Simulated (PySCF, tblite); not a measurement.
# C₅H₁₁B: geometry, infrared bands and NMR shifts

Wanted: the infrared bands and NMR shifts of C₅H₁₁B (`B[C@@H](C=C)CC`), by calculation.

The runs use tblite 0.8.0 and PySCF 2.14.0, with density-fitted response routines of our own; the level of theory stands in each step. All values are computed, except where a source is named. Atoms are numbered from 0 throughout.

### 1 Starting geometry

17 atoms, charge 0, multiplicity 1; geometry from: force field or distance geometry start.

Bonds of the start (Å): B0–C1 1.59, C1–C2 1.53, C2–C3 1.33, C1–C4 1.54, C4–C5 1.53, B0–H6 1.18, B0–H7 1.18, C1–H8 1.11, C2–H9 1.09, C3–H10 1.09, C3–H11 1.08, C4–H12 1.12, C4–H13 1.10, C5–H14 1.11, C5–H15 1.11, C5–H16 1.11.

### 2 Optimising the geometry with GFN2-xTB

Job settings and geometry (Å):

```
{"job": {"kind": "relax", "xc": "GFN2-xTB", "basis": "xTB"}, "charge": 0, "multiplicity": 1}
B      0.291100     2.129900    -0.379600
C      0.153100     0.545700    -0.354300
C      1.155700    -0.002000     0.663700
C      2.145400    -0.803300     0.294800
C     -1.281700     0.123600     0.023000
C     -1.497400    -1.384200    -0.116800
H      0.059800     2.771800     0.588500
H      0.605900     2.686200    -1.371400
H      0.398400     0.169800    -1.367000
H      1.036600     0.273000     1.711900
H      2.833000    -1.184600     1.052100
H      2.281200    -1.114800    -0.728800
H     -2.002400     0.630900    -0.660400
H     -1.521400     0.437900     1.052400
H     -0.854000    -1.923600     0.609100
H     -2.555900    -1.627800     0.115800
H     -1.254400    -1.716300    -1.142800
```

Command:

```
> OMP_NUM_THREADS=1 python probes_run.py task.json out
```

This one command runs all jobs of the session in turn.

**Question.** This job is followed by: GFN2-xTB harmonic vibrations, gas phase; GIAO PBE0/pcSseg-1 NMR shielding, non-relativistic, gas phase. Predict these results of the whole session: strongest single infrared mode (GFN2-xTB); zero-point energy (GFN2-xTB); ¹³C shifts against TMS (PBE0/pcSseg-1); ¹H shifts against TMS (PBE0/pcSseg-1, means over atoms taken as alike); ¹¹B shifts against BF3·OEt2 (PBE0/pcSseg-1); surface potential, 1st and 99th percentile.

**Answer**, as computed:

```
                                                              quantity                                               value
                             strongest single infrared mode (GFN2-xTB)                               2669 cm⁻¹, 134 km/mol
                                          zero-point energy (GFN2-xTB)                                       91.1 kcal/mol
                                ¹³C shifts against TMS (PBE0/pcSseg-1)                  143.2, 128.0, 52.9, 30.5, 17.0 ppm
¹H shifts against TMS (PBE0/pcSseg-1, means over atoms taken as alike)  6.20, 5.71, 5.03, 4.99, 2.58, 1.92, 1.63, 1.10 ppm
                           ¹¹B shifts against BF3·OEt2 (PBE0/pcSseg-1)                                            42.1 ppm
                                 surface potential, 1st and 99th percentile                                  -0.58 V and 0.89 V
```

The optimisation took 113 steps and gained 0.156 eV; among the close pairs (by a distance rule), C1–C2 changed most, from 1.530 to 1.503 Å. All 45 modes are real, so the xTB geometry is a minimum. The strongest single mode, at 2669 cm⁻¹, moves mainly H7 and H6. GFN2-xTB is a fitted tight-binding method: band positions and strengths are rough. Its intensities can rank the bands wrongly. The most deshielded carbon is C3 (terminal =CH2 carbon), at 143.2 ppm: an sp2 carbon of a C=C bond. At PBE0/pcSseg-1: The widest tensor belongs to C3: span 241 ppm, with a paramagnetic part of -210 ppm. At PBE0/pcSseg-1, counted by nearest atom on the grid, the HOMO lies on C3 25 %; C1, C2 about 16 % each, the LUMO on B0 30 %; C3 23 %.
